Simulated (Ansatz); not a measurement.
AlRu, space group Pm-3m: a scan of the energy under strain, run with the Python package of Ansatz (0.2.0).

`strain.py`
```python
'''A uniaxial strain scan of AlRu.'''

import warnings

import ansatz as az
import numpy as np

VECTORS = np.array([
    [2.9916, 0.0, 0.0],
    [0.0, 2.9916, 0.0],
    [0.0, 0.0, 2.9916],
])
SITES = [
    ('Al', (0.0, 0.0, 0.0)),
    ('Ru', (0.5, 0.5, 0.5)),
]


def crystal_on(cell):
    crystal = az.Crystal(lattice=az.Lattice.of(cell))
    for symbol, position in SITES:
        crystal = crystal.atom(symbol, position)
    return crystal

warnings.simplefilter('ignore', az.DeckWarning)

# clamped ions: the fractional positions stay as typed
values = np.linspace(-0.03, 0.03, 7)
energies = []
for d in values:
    strain = np.diag([0, 0, d])
    cell = VECTORS @ (np.eye(3) + strain)
    calculation = (
        crystal_on(cell).calculation()
        .functional('pbe')
        .occupations(az.OccupationsMethod.COLD, width=0.15)  # fractional filling near the Fermi level
        .basis(520)  # plane waves up to this kinetic energy
        .kpoints(12, 12, 12)  # sampling of the Brillouin zone
        .stress()  # positive in compression
    )
    data = calculation.run().report
    energies.append(data['free_energy_ev'] / len(SITES))
    s = data['stress_gpa']
    print(f'd = {d:+.4f}  stress xx yy zz xy (GPa, compression positive): {s[0][0]:8.3f} {s[1][1]:8.3f} {s[2][2]:8.3f} {s[0][1]:8.3f}')
energies = np.array(energies)

for value, e in zip(values, energies):
    print(f'strain {value:7.3f}   E - Emin = {1000 * (e - energies.min()):9.3f} meV/atom')
curvature = 2 * np.polyfit(values, energies, 3)[1]
volume = abs(np.linalg.det(VECTORS)) / len(SITES)
print(f'd2E/dd2 over the volume: {curvature / volume * 160.21766:.1f} GPa')
```

How much energy does this uniaxial strain cost, and what curvature follows?

Against the unstrained cell the energy per atom changes by +19.54 meV at one end of the scan and +5.86 meV at the other, and its second derivative over the volume is 337.9 GPa.

What the script printed:

```console
$ python strain.py
d = -0.0300  stress xx yy zz xy (GPa, compression positive):    7.414    7.414   13.628    0.000
d = -0.0200  stress xx yy zz xy (GPa, compression positive):    5.638    5.638    9.600    0.000
d = -0.0100  stress xx yy zz xy (GPa, compression positive):    3.958    3.958    5.858    0.000
d = +0.0000  stress xx yy zz xy (GPa, compression positive):    2.374    2.374    2.374   -0.000
d = +0.0100  stress xx yy zz xy (GPa, compression positive):    0.884    0.884   -0.874   -0.000
d = +0.0200  stress xx yy zz xy (GPa, compression positive):   -0.518   -0.518   -3.907    0.000
d = +0.0300  stress xx yy zz xy (GPa, compression positive):   -1.836   -1.836   -6.739    0.000
strain  -0.030   E - Emin =    20.156 meV/atom
strain  -0.020   E - Emin =    10.473 meV/atom
strain  -0.010   E - Emin =     4.034 meV/atom
strain   0.000   E - Emin =     0.611 meV/atom
strain   0.010   E - Emin =     0.000 meV/atom
strain   0.020   E - Emin =     2.011 meV/atom
strain   0.030   E - Emin =     6.472 meV/atom
d2E/dd2 over the volume: 337.9 GPa
```

The curvature belongs to this strain pattern and to the cell's stress; it equals a single elastic constant only for simple patterns. In a metal a curvature from energy changes of a few meV or less hangs on mesh and smearing, in size and even in sign. The structure is a deposited one; some such entries were measured under pressure or heat, so a shift against it needn't be the functional's error alone. The ions keep their fractional positions (clamped ions). It ran for 22 s on 1 thread of Intel(R) Xeon(R) Processor @ 2.30GHz, with other jobs on the host, peak memory 0.56 GiB.
